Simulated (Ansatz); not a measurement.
**RbAgBr2: a single-point run**

Wanted: a converged single-point run for RbAgBr2, and a check of what comes out. The structure is shown as the input types it. The cell is built on a prototype (ordering on rocksalt) and needn't be the phase found in nature.

Computed with Ansatz 0.2.0 (density functional or hybrid calculation with the settings of its input, plane waves (as first typed), unless a step's input says otherwise).

### Step 1. The starting structure

It takes space group P4/mmm (No. 123, tetragonal). Conventional cell: a = 4.518 Å, b = 4.518 Å, c = 6.356 Å, α = 90.00°, β = 90.00°, γ = 90.00°. Rb (site symmetry 4/mmm) is surrounded by 6 Br at 3.18 to 3.19 Å. Br (site symmetry 4/mmm) is surrounded by 2 Rb at 3.18 Å and 4 Ag at 3.19 Å. Ag (site symmetry 4/mmm) is surrounded by 6 Br at 3.18 to 3.19 Å. Br (site symmetry 4/mmm) is surrounded by 2 Ag at 3.18 Å and 4 Rb at 3.19 Å.

As a file:

```cif
data_structure
_symmetry_space_group_name_H-M 'P 1'
_symmetry_Int_Tables_number 1
_cell_length_a 4.5180
_cell_length_b 4.5180
_cell_length_c 6.3563
_cell_angle_alpha 90.000
_cell_angle_beta 90.000
_cell_angle_gamma 90.000
_cell_volume 129.75
loop_
_atom_site_label
_atom_site_type_symbol
_atom_site_fract_x
_atom_site_fract_y
_atom_site_fract_z
_atom_site_occupancy
Rb1 Rb 0.00000 0.00000 0.00000 1
Br1 Br 0.00000 0.00000 0.50000 1
Ag1 Ag 0.50000 0.50000 0.50000 1
Br2 Br 0.50000 0.50000 0.00000 1
```

### Step 2. Input and run

input.yaml reads:

```yaml
crystal:
  lattice:
    - [4.5179929797, 0.0, 0.0]
    - [0.0, 4.5179929797, 0.0]
    - [0.0, 0.0, 6.3563246931]
  atoms:
    - { symbol: Rb, position: [0.0, 0.0, 0.0] }
    - { symbol: Br, position: [0.0, 0.0, 0.5] }
    - { symbol: Ag, position: [0.5, 0.5, 0.5] }
    - { symbol: Br, position: [0.5, 0.5, 0.0] }
kpoints:
  mp_grid: { grid: [1, 1, 1] }
hamiltonian:
  xc: pbe
scf:
  occupations: { method: fixed }
  n_extra_bands: 5
output:
  forces: true
  stress: true
  eigenvalues: true
```

The run is started by

```bash
ansatz run input.yaml --threads 4 --pin off --max-ram 3686MiB --backend cpu --events-out ev --progress --plain --runs-dir out
```

**Question.** How will this run end, and is anything wrong with its input?

This run ends as converged. Convergence says nothing about whether the input makes sense.

Look at the input: kpoints.mp_grid.grid is [1, 1, 1]. One k-point can't sample the Brillouin zone of so small a cell.

To check: set kpoints.mp_grid.grid to [4, 4, 4].
